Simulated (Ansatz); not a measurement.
Write a Python script for Ansatz 0.2.0 through its Python package that makes a short molecular-dynamics run of AlN, space group P6_3mc. Use: PBE, PAW, the default cutoff (420 eV here), 3×3×2 k-points, fixed occupations.

```
CELL_PARAMETERS angstrom
3.11300 0.00000 0.00000
-1.55650 2.69594 0.00000
0.00000 0.00000 4.98100
ATOMIC_POSITIONS crystal
Al 0.33333 0.66667 0.00000
Al 0.66667 0.33333 0.50000
N 0.33333 0.66667 0.38000
N 0.66667 0.33333 0.88000
```

Script `md_aln.py`:
```python
"""A few tens of MD steps for AlN."""

import warnings

import ansatz as az
import numpy as np

warnings.simplefilter("ignore", az.DeckWarning)

structure = (
    az.Lattice.of((3.113, 0.0, 0.0), (-1.5565, 2.695937, 0.0), (0.0, 0.0, 4.981))
    .atom("Al", (1 / 3, 2 / 3, 0.0))
    .atom("Al", (2 / 3, 1 / 3, 0.5))
    .atom("N", (1 / 3, 2 / 3, 0.38))
    .atom("N", (2 / 3, 1 / 3, 0.88))
)

# a small cell and a short run: a test of the set-up, no statistics
job = (
    structure.supercell(2, 1, 1).calculation()
    .scf(tolerance=1e-09)
    .occupations("Fixed")
    .kpoints(density=1.2)
    .functional(az.Functional.PBE)
    .md(az.Ensemble.NVT_LANGEVIN, timestep=2.0, steps=12, temperature=800, friction=0.02, seed=440)
)
steps = []


def follow(event):
    if event["event"] != "md_step":
        return
    row = event["data"]
    steps.append(row)
    print(f"t = {row['time_fs']:6.1f} fs  E_pot = {row['lagrangian_ev']:.4f} eV  E_kin = {row['e_kin_ev']:.4f} eV  T = {row['temperature_k']:7.1f} K")


result = job.session().plan(threads=1).execute(on_event=follow)
r = result.report

temperature = np.array([s["temperature_k"] for s in steps])
print(f"mean temperature of the second half {temperature[len(steps) // 2 :].mean():.1f} K")

with open("trajectory.xyz", "w") as handle:
    for s in steps[::5]:
        handle.write(f"{len(s['positions_ang'])}\nt = {s['time_fs']} fs\n")
        for site, xyz in zip(result.lattice.sites, s["positions_ang"]):
            handle.write("{} {:.4f} {:.4f} {:.4f}\n".format(site.symbol, *xyz))
```

```console
$ python md_aln.py
t =    0.0 fs  E_pot = -3696.8714 eV  E_kin = 0.0000 eV  T =     0.0 K
t =    2.0 fs  E_pot = -3696.8695 eV  E_kin = 0.0565 eV  T =    54.7 K
t =    4.0 fs  E_pot = -3696.8627 eV  E_kin = 0.1010 eV  T =    97.7 K
t =    6.0 fs  E_pot = -3696.8510 eV  E_kin = 0.1144 eV  T =   110.6 K
t =    8.0 fs  E_pot = -3696.8365 eV  E_kin = 0.1521 eV  T =   147.1 K
t =   10.0 fs  E_pot = -3696.8206 eV  E_kin = 0.0987 eV  T =    95.4 K
t =   12.0 fs  E_pot = -3696.7982 eV  E_kin = 0.1981 eV  T =   191.5 K
t =   14.0 fs  E_pot = -3696.7598 eV  E_kin = 0.2202 eV  T =   213.0 K
t =   16.0 fs  E_pot = -3696.7094 eV  E_kin = 0.3000 eV  T =   290.1 K
t =   18.0 fs  E_pot = -3696.6599 eV  E_kin = 0.1991 eV  T =   192.5 K
t =   20.0 fs  E_pot = -3696.6253 eV  E_kin = 0.1869 eV  T =   180.8 K
t =   22.0 fs  E_pot = -3696.6061 eV  E_kin = 0.2434 eV  T =   235.3 K
t =   24.0 fs  E_pot = -3696.6021 eV  E_kin = 0.2243 eV  T =   216.9 K
mean temperature of the second half 217.2 K
```

File `trajectory.xyz` afterwards:
```text
8
t = 0.0 fs
Al 0.0000 1.7973 0.0000
Al 1.5565 0.8986 2.4905
N 0.0000 1.7973 1.8928
N 1.5565 0.8986 4.3833
Al 3.1130 1.7973 0.0000
Al 4.6695 0.8986 2.4905
N 3.1130 1.7973 1.8928
N 4.6695 0.8986 4.3833
8
t = 10.0 fs
Al -0.0002 1.7964 0.0009
Al 1.5571 0.8680 2.4939
N 0.0007 1.7917 1.8829
N 1.5217 0.9014 4.3755
Al 3.1245 1.8044 0.0099
Al 4.6577 0.8997 2.5102
N 3.1144 1.7866 1.9116
N 4.6565 0.8634 4.3700
8
t = 20.0 fs
Al 0.0177 1.8312 0.0075
Al 1.5309 0.8773 2.4589
N 0.0115 1.7248 1.8809
N 1.5295 0.8806 4.3138
Al 3.1292 1.7903 0.0209
Al 4.6759 0.8960 2.5383
N 3.1152 1.8052 1.9369
N 4.6447 0.8239 4.3641
```

Notes:
- These settings explore the input space; cutoff and mesh may be short of convergence.
- Of the deposited cell: the entry's cell lengths or inner coordinates differ somewhat from later room-temperature determinations.
- The structure is a deposited one; some such entries were measured under pressure or heat, so a shift against it needn't be the functional's error alone.
- A small cell, a coarse mesh and a very short run: it shows the set-up and gives no equilibrium averages.
- Timing: 19 s on 1 thread of Arm Neoverse V2, with other jobs on the host, peak memory 0.37 GiB.
